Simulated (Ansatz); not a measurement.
**CH₂OSZn: up Jacob's ladder to CCSD(T)**

One table from this session's results is given with a row withheld; the runs are named, their logs left out.

Program: Ansatz 0.2.0, Gaussian basis. Level of theory: functionals in def2-TZVPP, the program's frozen cores in correlated methods. These are calculated values, not measurements.

Plan: LDA (SPW92), PBE-D4, revPBE-D4, BLYP-D4, r2SCAN-D4, B97M-V, PBE0-D4, B3LYP-D4, r2SCANh-D4, r2SCAN0-D4, HSE06-D4, BHLYP-D4, CAM-B3LYP-D4, LC-ωPBE, ωB97X-V, ωB97M-V, B2PLYP, PBE-QIDH; CCSD(T)/def2-SVP; CCSD(T)/def2-TZVPP; MP2/def2-QZVPP; extrapolation to the limit; RPA on PBE.

### The geometry

An earlier PBE0-D4 in a triple-zeta def2 set relaxation fixed the geometry.

SMILES `C1[O][Zn][S]1`, 6 atoms, charge 0, spin multiplicity 1.

Atoms are counted from 1 here; the program's logs count them from 0.

Bond lengths: C1–O2 1.392 Å, C1–S4 1.904 Å, C1–H5 1.095 Å, C1–H6 1.095 Å, O2–Zn3 1.862 Å, Zn3–S4 2.179 Å. Angles: O2–C1–S4 112.7°, O2–C1–H5 111.6°, O2–C1–H6 111.6°, S4–C1–H5 104.9°, S4–C1–H6 104.9°, H5–C1–H6 110.8°, C1–O2–Zn3 91.6°, O2–Zn3–S4 85.7°, C1–S4–Zn3 70.1°.

The first run:

in.yaml reads:

```yaml
crystal:
  periodic: [false, false, false]
  atoms:
    - {symbol: C, position_ang: [-0.233737, 0.428536, -0.080865]}
    - {symbol: O, position_ang: [1.110141, 0.525550, 0.268531]}
    - {symbol: Zn, position_ang: [1.264625, -1.325850, 0.392717]}
    - {symbol: S, position_ang: [-0.842563, -1.373613, -0.159826]}
    - {symbol: H, position_ang: [-0.878549, 0.911990, 0.660805]}
    - {symbol: H, position_ang: [-0.419927, 0.833386, -1.081371]}
basis:
  gaussian: {orbitals: def2-TZVPP}
hamiltonian: {xc: lda}
output: {orbitals: {seedname: orbitals}}
```

Launch:

```console
$ ansatz run in.yaml --threads 2 --pin off --events-out ev --progress --plain --max-ram 4352MiB
```

Steps of the session up to this table: LDA; PBE-D4 (GGA); revPBE-D4 (GGA); BLYP-D4 (GGA); r2SCAN-D4 (meta-GGA); B97M-V (meta-GGA); B3LYP-D4 (hybrid); r2SCANh-D4 (hybrid); r2SCAN0-D4 (hybrid); HSE06-D4 (hybrid); BHLYP-D4 (hybrid); CAM-B3LYP-D4 (range-separated); LC-ωPBE (range-separated); ωB97X-V (range-separated); ωB97M-V (range-separated); B2PLYP (double hybrid); PBE-QIDH (double hybrid).

One of the session's tables, all rows but one given; the rest of the session is left out.

It belongs to the step «Orbital energies across the functionals». 

| functional | HOMO (eV) | LUMO (eV) | gap (eV) |
| --- | --- | --- | --- |
| LDA (SPW92) | -5.74 | -4.43 | 1.32 |
| PBE-D4 | -5.58 | -4.19 | 1.38 |
| revPBE-D4 | -5.51 | -4.10 | 1.41 |
| BLYP-D4 | -5.47 | -4.17 | 1.30 |
| r2SCAN-D4 | -5.77 | -4.05 | 1.72 |
| B97M-V | -5.84 | -4.25 | 1.59 |
| PBE0-D4 | -6.68 | -3.43 | 3.25 |
| B3LYP-D4 | -6.52 | -3.74 | 2.77 |
| r2SCANh-D4 | -6.19 | -3.76 | 2.43 |
| r2SCAN0-D4 | -6.81 | -3.33 | 3.48 |
| HSE06-D4 | -6.28 | -3.80 | 2.48 |
| BHLYP-D4 | -7.69 | -2.77 | 4.93 |
| CAM-B3LYP-D4 | ? | ? | ? |
| LC-ωPBE | -9.30 | -1.43 | 7.87 |
| ωB97X-V | -8.97 | -1.55 | 7.42 |
| ωB97M-V | -8.84 | -1.71 | 7.14 |

Estimate the missing values for CAM-B3LYP-D4.

As computed: HOMO (eV): -8.02; LUMO (eV): -2.61; gap (eV): 5.41. In the column «HOMO (eV)» it lies between ωB97M-V (-8.84) and BHLYP-D4 (-7.69).
